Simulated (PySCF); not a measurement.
# CH3Br3Ge (GeMeBr3): the cost of one run

Computed with PySCF 2.14.0, with density-fitted response routines of our own, on a single molecule in the gas phase. Atoms are numbered from 0 throughout.

## 1. Starting geometry

8 atoms, charge 0, multiplicity 1; geometry from: GFN2-xTB. The atoms were then displaced at random by about 0.03 Å, so the start is not that level's minimum.

Bonds of the start (Å): Ge0–C1 1.99, Ge0–Br5 2.28, Ge0–Br6 2.41, Ge0–Br7 2.28, C1–H2 1.12, C1–H3 1.17, C1–H4 1.09.

## 2. Geometry optimisation at PBE0-D3(BJ)/def2-SVP

Job settings and geometry (Å):

```
{"job": {"xc": "PBE0", "basis": "def2-SVP", "d3": "d3bj", "grid": 1, "maxiter": 40, "shake": 0.03, "kind": "geom"}, "charge": 0, "multiplicity": 1}
Ge     0.058840    -0.074660    -0.818390
C     -0.014200    -0.016790     1.169610
H     -1.080080     0.045810     1.514160
H      0.664460     0.860120     1.527740
H      0.457840    -0.938960     1.500540
Br     2.173920     0.000360    -1.664850
Br    -1.052080     1.903720    -1.643100
Br    -1.070460    -1.865270    -1.669410
```

The run is started by

```sh
OMP_NUM_THREADS=1 python probes_run.py task.json out
```

This one command runs all jobs of the session in turn.

Q: Estimate the wall time and peak memory of this first job on 1 thread of Arm Neoverse V1, shared host.

About 2.2 min, with a peak of 0.83 GiB.
